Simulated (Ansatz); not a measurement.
# NbTe (Pm-3m) in Ansatz: further runs

Runs on NbTe. Level: PBE. Tasks: single point, equation of state.

Everything below comes from runs of Ansatz 0.2.0. Logs are shortened: lines on timing, memory, paths and dates and some standing lists are left out, and cuts for length are marked.

### 1 The structure

Symmetry: Pm-3m, No. 221, cubic system. Conventional cell: a = 3.426 Å, b = 3.426 Å, c = 3.426 Å, α = 90.00°, β = 90.00°, γ = 90.00°. Nb (site symmetry m-3m) has 8 Te at 2.97 Å as nearest neighbours. Te (site symmetry m-3m) has 8 Nb at 2.97 Å as nearest neighbours.

The cell was built by a generator and needn't be a form met in nature.

### 2 Single point, PBE, 18.89 Å³/atom (volume scaled by 0.94)

input.yaml reads:

```yaml
crystal:
  lattice:
    - [3.3557681326, 0.0, 0.0]
    - [0.0, 3.3557681326, 0.0]
    - [0.0, 0.0, 3.3557681326]
  atoms:
    - { symbol: Nb, position: [0.5, 0.5, 0.5] }
    - { symbol: Te, position: [0.0, 0.0, 0.0] }
hamiltonian:
  xc: pbe
  pseudopotentials: { kind: nc, accuracy: stringent }
kpoints:
  mp_grid: { grid: [8, 8, 8] }
scf:
  occupations: { method: fermi_dirac, width: 0.05 }
output:
  forces: true
  stress: true
  eigenvalues: true
```

Potentials or basis: PseudoDojo stringent (PBE files).

Launch:

```
ansatz run input.yaml --threads 2 --pin off --max-ram 5632MiB --backend cpu --events-out ev --progress --plain --runs-dir out
```

Standard output:

```text
Warning: RAYON_NUM_THREADS=2 ignored (pool sized by the plan → 2); use --threads N
Engine: ansatz 0.2.0, aarch64-unknown-linux-gnu
Pseudopotentials: kind: nc
Pseudopotential: Nb, nc, valence charge 13, recommended cutoff 1115.666836 eV (normal), Nb.nc.azcp (PseudoDojo's, or run here from an input of PseudoDojo's; its table is named by hamiltonian.pseudopotentials.accuracy)
Pseudopotential: Te, nc, valence charge 24, recommended cutoff 1450 eV (normal), Te.nc.azcp (PseudoDojo's, or run here from an input of PseudoDojo's; its table is named by hamiltonian.pseudopotentials.accuracy)
Functional definition: PBE
  parameter kappa = 0.804
  parameter beta = 0.06672455060314922
  exchange = pbe_x(kappa = kappa, mu = beta*pi^2/3)
  correlation = pbe_c(beta = beta)
Crystal: 2 atoms, lattice volume = 37.790 Å³
Basis set: ecut = 1450 eV, 4729 PW (Γ), exchange–correlation on 90×90×90 points (8 copies of the dense FFT grid, shifted against one another)
Bands: 23, of which v1, the nominal top of the filled ones, is band 19 counted from 1 (18 counted from 0)
Symmetry: 48 space group operations
Space group: Pm-3m (ITA 221), of the structure as read, at distance tolerance 3.4e-5 Å
k-points: 35 of 512
Non-local potential: Nb, projectors of the file, l = 0: 2, l = 1: 2, l = 2: 2
Non-local potential: Te, projectors of the file, l = 0: 2, l = 1: 2, l = 2: 2, l = 3: 2
Initial density: superposition of atomic densities (chi_scale 0.1, normalization cell, long waves kept (reshape's long-wave potential 0.00 eV rms))
Initial wavefunctions: pseudopotential atomic-orbital guess
Functional: x = pbe(κ = 0.804, μ = 0.2195149727645171), c = pbe(β = 0.06672455060314922)
SCF iter   1: F=—  HF=-9328.086435 eV  |F-HF|=—  |Δ(HF+E_count)|=         —  Δρ=4.60e-2  dr2=1.00e0  ethr=3.10e-3  ⟨swp⟩=7.1  Hψ=3999  notcnv=0
preconditioner: auto → Kerker (q_TF=auto, 2.719 Å⁻¹)  [metal: Δε(μ)=0.083 eV  Ē_g=7.986 eV  σ=0.050 eV  W_gap=0.39  n_scr=18 (ndim 8)  ℏωp=20.0 eV  f_vac=0.000  D(μ)=2.23/eV (n_scr^D=26)]
SCF iter   2: F=—  HF=-9327.843042 eV  |F-HF|=—  |Δ(HF+E_count)|=   2.43e-1  Δρ=2.77e-2  dr2=3.67e-1  ethr=2.70e-3  ⟨swp⟩=2.1  Hψ=1188  notcnv=0  defer=2
SCF iter   3: F=—  HF=-9327.717159 eV  |F-HF|=—  |Δ(HF+E_count)|=   1.26e-1  Δρ=6.38e-3  dr2=6.23e-3  ethr=9.92e-4  ⟨swp⟩=3.0  Hψ=1675  notcnv=0  defer=2
SCF iter   4: F=—  HF=-9327.715420 eV  |F-HF|=—  |Δ(HF+E_count)|=   1.74e-3  Δρ=1.85e-3  dr2=5.52e-4  ethr=1.68e-5  ⟨swp⟩=2.2  Hψ=1360  notcnv=0  defer=2
SCF iter   5: F=—  HF=-9327.715253 eV  |F-HF|=—  |Δ(HF+E_count)|=   1.67e-4  Δρ=3.30e-4  dr2=2.35e-5  ethr=1.49e-6  ⟨swp⟩=2.4  Hψ=1465  notcnv=0  defer=2
SCF iter   6: F=—  HF=-9327.715092 eV  |F-HF|=—  |Δ(HF+E_count)|=   1.61e-4  Δρ=5.68e-5  dr2=5.71e-7  ethr=6.36e-8  ⟨swp⟩=2.4  Hψ=1328  notcnv=0  defer=2
SCF iter   7: F=-9327.715092 eV  HF=-9327.715092 eV  |F-HF|=2.09e-8  |Δ(HF+E_count)|=   1.81e-8  Δρ=1.54e-5  dr2=4.00e-8  ethr=2.70e-10  ⟨swp⟩=9.3  Hψ=4450  notcnv=0
SCF 1 converged in 7 iterations: F = -9327.715092 eV  dr2 = 4.00e-8
SCF converged after 7 iterations
Free energy (F): -9327.715092 eV
Harris-Foulkes:  -9327.715092 eV  (|F-HF|=2.09e-8)
Internal energy: -9327.697771 eV  (E = F + TS)
E sigma→0 (E₀):  -9327.706431 eV
Entropy (-TS):   -0.017321 eV (-8.660 meV/atom)
Fermi energy:    20.153554 eV
--- Per-component energies (eV) ---
  E_band       = -971.751589
  E_kinetic    = 3081.190720
  E_local      = -7750.222982  (includes V_loc(G=0)·N_el)
  E_nonlocal   = -179.658836
  E_hartree    = 2473.180043
  E_xc         = -1343.414754
  E_vxc        = -1069.405410  (∫ρ·V_xc dr)
  E_ewald      = -5608.771962
  E_smearing   = -0.017321  (= −TS)
  E_closure    = -0.000000  (closes the sum)
  Σ components = -9327.715092   (vs F -9327.715092, Δ=0.00e0)
--- Forces (eV/Å), atoms counted from 1 ---
  atom   1  Nb     0.00000000    -0.00000000     0.00000000
  atom   2  Te    -0.00000000     0.00000000     0.00000000
  max |Σ_I F_I| component: 1.17e-29 eV/Å
--- Stress (GPa, compression-positive) ---
        9.569880      -0.000000       0.000000
        0.000000       9.569880       0.000000
        0.000000      -0.000000       9.569880
  P = ⅓ Tr σ = 9.5699 GPa (95.699 kbar)
--- Band table (eV; the first three rows and the last of 35) ---
  k-point 0: bands = ["-140.3581", "-90.3922", "-90.3922", "-90.3922", "-35.0194", "-17.7138", "-17.7138", "-17.6812", "-17.6812", "-17.6812", "-11.0499", "-11.0499", "-11.0499", "5.3193", "17.2149", "17.2149", "18.9759", "18.9759", "18.9759", "21.2865", "21.2865", "21.2865", "24.4126"]
  k-point 1: bands = ["-140.3581", "-90.3922", "-90.3922", "-90.3922", "-35.0169", "-17.7136", "-17.7085", "-17.6833", "-17.6833", "-17.6811", "-11.0882", "-11.0448", "-11.0448", "5.5244", "16.3128", "17.3138", "18.5507", "18.5507", "19.2005", "21.3083", "21.8614", "21.8614", "25.2634"]
  k-point 2: bands = ["-140.3581", "-90.3923", "-90.3922", "-90.3922", "-35.0109", "-17.7131", "-17.6957", "-17.6884", "-17.6884", "-17.6807", "-11.1794", "-11.0324", "-11.0324", "6.0943", "14.4240", "17.5760", "17.8589", "17.8589", "20.1798", "21.3617", "23.0481", "23.0481", "26.2200"]
  k-point 34: bands = ["-140.3580", "-90.3925", "-90.3925", "-90.3925", "-34.9705", "-17.7100", "-17.7100", "-17.7100", "-17.6564", "-17.6564", "-11.2038", "-11.2038", "-11.2038", "9.8508", "13.2972", "13.2972", "13.2972", "22.3109", "22.3109", "22.3109", "23.0010", "23.0010", "25.4253"]
```

It took 4.4 s on 2 threads of Arm Neoverse V1, shared host; peak memory 0.44 GiB.

What came out:

- Free energy: -9327.7151 eV
- Pressure: 9.6 GPa
- Band gap on the k mesh: none (metal or under the smearing width)

### 3 Single point, PBE, 19.30 Å³/atom (volume scaled by 0.96)

input.yaml, as its differences from that of step 2:

```diff
@@ -2,5 +2,5 @@
   lattice:
-    - [3.3557681326, 0.0, 0.0]
-    - [0.0, 3.3557681326, 0.0]
-    - [0.0, 0.0, 3.3557681326]
+    - [3.3794010812, 0.0, 0.0]
+    - [0.0, 3.3794010812, 0.0]
+    - [0.0, 0.0, 3.3794010812]
   atoms:
```

Potentials or basis: PseudoDojo stringent (PBE files).

Launch:

```
ansatz run input.yaml --threads 2 --pin off --max-ram 5632MiB --backend cpu --events-out ev --progress --plain --runs-dir out
```

Run time: 4.4 s. Hardware: 2 threads of Arm Neoverse V1, shared host; peak memory 0.44 GiB.

The run converged. Its results:

* Free energy: -9327.7542 eV
* Pressure: 6.1 GPa
* Band gap on the k mesh: none (metal or under the smearing width)

### 4 Single point, PBE, 19.70 Å³/atom (volume scaled by 0.98)

input.yaml, as its differences from that of step 3:

```diff
@@ -2,5 +2,5 @@
   lattice:
-    - [3.3794010812, 0.0, 0.0]
-    - [0.0, 3.3794010812, 0.0]
-    - [0.0, 0.0, 3.3794010812]
+    - [3.4027080321, 0.0, 0.0]
+    - [0.0, 3.4027080321, 0.0]
+    - [0.0, 0.0, 3.4027080321]
   atoms:
```

Launch:

```
ansatz run input.yaml --threads 2 --pin off --max-ram 5632MiB --backend cpu --events-out ev --progress --plain --runs-dir out
```

Run time: 4.5 s. Hardware: 2 threads of Arm Neoverse V1, shared host; peak memory 0.44 GiB.

The run converged. Its results:

```
Free energy            : -9327.7766 eV
Pressure               : 2.9 GPa
Band gap on the k mesh : none (metal or under the smearing width)
```

### 5 Single point, PBE, 20.10 Å³/atom

input.yaml, as its differences from that of step 4:

```diff
@@ -2,5 +2,5 @@
   lattice:
-    - [3.4027080321, 0.0, 0.0]
-    - [0.0, 3.4027080321, 0.0]
-    - [0.0, 0.0, 3.4027080321]
+    - [3.4257, 0.0, 0.0]
+    - [0.0, 3.4257, 0.0]
+    - [0.0, 0.0, 3.4257]
   atoms:
```

Launch:

```
ansatz run input.yaml --threads 2 --pin off --max-ram 5632MiB --backend cpu --events-out ev --progress --plain --runs-dir out
```

Wall time 4.5 s (2 threads of Arm Neoverse V1, shared host); peak memory 0.45 GiB.

The run converged. Its results:

* Free energy: -9327.7842 eV
* Pressure: 0.1 GPa
* Band gap on the k mesh: none (metal or under the smearing width)

### 6 Single point, PBE, 20.50 Å³/atom (volume scaled by 1.02)

input.yaml, as its differences from that of step 5:

```diff
@@ -2,5 +2,5 @@
   lattice:
-    - [3.4257, 0.0, 0.0]
-    - [0.0, 3.4257, 0.0]
-    - [0.0, 0.0, 3.4257]
+    - [3.4483874161, 0.0, 0.0]
+    - [0.0, 3.4483874161, 0.0]
+    - [0.0, 0.0, 3.4483874161]
   atoms:
```

Potentials or basis: PseudoDojo stringent (PBE files).

Launch:

```
ansatz run input.yaml --threads 2 --pin off --max-ram 5632MiB --backend cpu --events-out ev --progress --plain --runs-dir out
```

It took 4.5 s on 2 threads of Arm Neoverse V1, shared host; peak memory 0.45 GiB.

The run converged. Its results:

- Free energy: -9327.7785 eV
- Pressure: -2.4 GPa
- Band gap on the k mesh: none (metal or under the smearing width)

### 7 Single point, PBE, 20.91 Å³/atom (volume scaled by 1.04)

input.yaml, as its differences from that of step 6:

```diff
@@ -2,5 +2,5 @@
   lattice:
-    - [3.4483874161, 0.0, 0.0]
-    - [0.0, 3.4483874161, 0.0]
-    - [0.0, 0.0, 3.4483874161]
+    - [3.4707801697, 0.0, 0.0]
+    - [0.0, 3.4707801697, 0.0]
+    - [0.0, 0.0, 3.4707801697]
   atoms:
```

Launch:

```
ansatz run input.yaml --threads 2 --pin off --max-ram 5632MiB --backend cpu --events-out ev --progress --plain --runs-dir out
```

It took 4.6 s on 2 threads of Arm Neoverse V1, shared host; peak memory 0.46 GiB.

Results (log left out):

```
Free energy            : -9327.7610 eV
Pressure               : -4.6 GPa
Band gap on the k mesh : none (metal or under the smearing width)
```

### 8 Single point, PBE, 21.31 Å³/atom (volume scaled by 1.06)

input.yaml, as its differences from that of step 7:

```diff
@@ -2,5 +2,5 @@
   lattice:
-    - [3.4707801697, 0.0, 0.0]
-    - [0.0, 3.4707801697, 0.0]
-    - [0.0, 0.0, 3.4707801697]
+    - [3.4928876458, 0.0, 0.0]
+    - [0.0, 3.4928876458, 0.0]
+    - [0.0, 0.0, 3.4928876458]
   atoms:
```

Launch:

```
ansatz run input.yaml --threads 2 --pin off --max-ram 5632MiB --backend cpu --events-out ev --progress --plain --runs-dir out
```

Run time: 5 s. Hardware: 2 threads of Arm Neoverse V1, shared host; peak memory 0.46 GiB.

It converged, with:

- Free energy: -9327.7329 eV
- Pressure: -6.6 GPa
- Band gap on the k mesh: none (metal or under the smearing width)

### 9 Equation of state, PBE

Potentials or basis: PseudoDojo stringent.

No new run: the results of the series are fitted here.

Results:

```
Equilibrium volume                      : 20.12 Å³/atom
Bulk modulus                            : 131 GPa
Pressure derivative of the bulk modulus : 4.7
```

Energy against volume, from the lowest point:
```tsv
volume (Å³/atom)	energy (meV/atom)
18.895	34.55
19.297	15.02
19.699	3.80
20.101	0.00
20.503	2.83
20.905	11.59
21.307	25.62
```

The run has no spin-orbit coupling, so splittings on Te are missing.
